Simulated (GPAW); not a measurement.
Runs of GPAW 26.7.0 on CS2. It takes space group Cmce (No. 64, orthorhombic). The conventional cell has a = 7.292 Å, b = 5.989 Å, c = 9.851 Å, α = 90.00°, β = 90.00°, γ = 90.00°. S (site symmetry m) has 1 C at 1.56 Å as nearest neighbours. Around C (site symmetry 2/m) lie 2 S at 1.56 Å. The cell comes from a database or a generator and needn't be the stable form of this composition.

```csv
task,level,potentials or basis,cutoff (eV),smearing,response ecut,maxiter,response k mesh,response bands,kernels,gap on the mesh (eV)
dielectric tensor,RPBE,"the program's PAW data sets (release 1.2.1) made for this functional, pw",550,fermi-dirac 0.001 eV,80 eV,150,4 × 4 × 2,64,["RPA"],(a)
dielectric tensor,PBE,"GPAW PAW data sets (gpaw-data 1.2.1), pw",550,fermi-dirac 0.001 eV,80 eV,150,4 × 4 × 2,64,["RPA"],3.44
dielectric tensor,LDA,"the program's PAW data sets (release 1.2.1) made for this functional, pw",600,fermi-dirac 0.001 eV,80 eV,150,6 × 6 × 3,64,"["RPA", "ALDA", "LR0.1"]",3.35
dielectric tensor,LDA,"the program's PAW data sets (release 1.2.1) made for this functional, pw",550,fermi-dirac 0.001 eV,80 eV,150,4 × 4 × 2,64,["RPA"],3.35
dielectric tensor,AM05,"PAW data sets generated in the run's folder for this functional, pw",550,fermi-dirac 0.001 eV,80 eV,150,4 × 4 × 2,64,["RPA"],3.47
dielectric tensor,PBEsol,"PAW data sets generated in the run's folder for this functional, pw",550,fermi-dirac 0.001 eV,80 eV,150,4 × 4 × 2,64,["RPA"],3.44
single point,PBE,"GPAW PAW data sets (gpaw-data 1.2.1), pw",600,fermi-dirac 0.05 eV,-,120,-,-,-,3.44
```

Alike in all rows: no spin polarisation; cell as given; k mesh 5 × 5 × 3.

Question: Fill in the values left out.

Answer: (a) 3.49.

Caveats: the long-wavelength limit can be off by a per cent or two (some runs); an odd mesh through Γ misses points on the zone boundary, where band edges often lie (some runs).

Not every run made on this cell is shown here.
